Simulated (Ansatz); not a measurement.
# Te: pressure up to the limit of the methods

One table from this session's results is given with a row withheld; the runs are named, their logs left out.

Method: DFT LDA, with the methods named in each step, in Ansatz 0.2.0.

2 further runs of the same task are left out: 1 for a known fault of the program, 1 that didn't finish. Runs told in other sessions of the task aren't counted.

### The system as given

It takes space group Im-3m (No. 229, cubic). Conventional cell: a = 3.871 Å, b = 3.871 Å, c = 3.871 Å, α = 90.00°, β = 90.00°, γ = 90.00°. Around Te (site symmetry m-3m) lie 8 Te at 3.35 Å.

As a file:

```cif
data_structure
_symmetry_space_group_name_H-M 'P 1'
_symmetry_Int_Tables_number 1
_cell_length_a 3.3523
_cell_length_b 3.3523
_cell_length_c 3.3523
_cell_angle_alpha 109.471
_cell_angle_beta 109.471
_cell_angle_gamma 109.471
_cell_volume 29.00
loop_
_atom_site_label
_atom_site_type_symbol
_atom_site_fract_x
_atom_site_fract_y
_atom_site_fract_z
_atom_site_occupancy
Te1 Te 0.00000 0.00000 0.00000 1
```

Whether this phase is the stable one at these pressures isn't tested.

The first run:

The input, input.yaml:

```yaml
crystal:
  lattice:
    - [-1.9354383203, 1.9354383203, 1.9354383203]
    - [1.9354383203, -1.9354383203, 1.9354383203]
    - [1.9354383203, 1.9354383203, -1.9354383203]
  atoms:
    - { symbol: Te, position: [0.0, 0.0, 0.0] }
kpoints:
  mp_grid: { grid: [15, 15, 15] }
scf:
  occupations: { method: fermi_dirac, width: 0.1 }
hamiltonian:
  xc: lda
  pseudopotentials: { kind: paw }
output:
  forces: true
  stress: true
  write_density: true
  write_potential: true
  elf: true
  volumetric_format: npy
relax:
  f_tol: 0.005
  max_steps: 40
  cell: {}
```

Run with:

```console
$ ansatz run input.yaml --threads 1 --pin off --max-ram 2048MiB --backend cpu --events-out ev --progress --plain --runs-dir out
```

Steps of the session up to this table: Cell relaxed at zero pressure, PAW; Volume scaled by 1, PAW; Volume scaled by 0.92, PAW; Volume scaled by 0.84, PAW; Volume scaled by 0.76, PAW; Volume scaled by 0.76, PAW (level accurate); Volume scaled by 0.68, PAW; Volume scaled by 0.68, PAW (core large); Volume scaled by 0.6, PAW; Volume scaled by 0.6, PAW (source ansatz); Volume scaled by 0.52, PAW; Volume scaled by 0.45, PAW; Volume scaled by 0.45, PAW (level accurate).

One table of the session follows, with a row left open; its other results are not shown here.

| method | volume over the first | volume (Å³/atom) | pressure (GPa) |
| --- | --- | --- | --- |
| PAW | 1 | 26.681 | -0.02 |
| PAW | 0.92 | 24.546 | 6.75 |
| PAW | 0.84 | 22.412 | 17.54 |
| PAW | 0.76 | 20.277 | 34.77 |
| PAW | 0.68 | 18.143 | 63.01 |
| PAW | 0.6 | 16.008 | 111.44 |
| PAW | 0.52 | 13.874 | 197.26 |
| PAW | 0.45 | 12.006 | 331.95 |
| PAW (core large) | 0.68 | ? | ? |
| PAW (level accurate) | 0.76 | 20.277 | 34.78 |
| PAW (level accurate) | 0.45 | 12.006 | 331.77 |
| PAW (source ansatz) | 0.6 | 16.008 | 111.57 |

Estimate the missing values for PAW (core large), 0.68.

The run gave: volume (Å³/atom): 18.143; pressure (GPa): 63.10.

Caveats from the session: At pressures up to 332 GPa the PAW spheres may overlap and frozen cores may not hold, so those PAW values are rough without an all-electron check. Warnings in the runs' records: datasets by core.
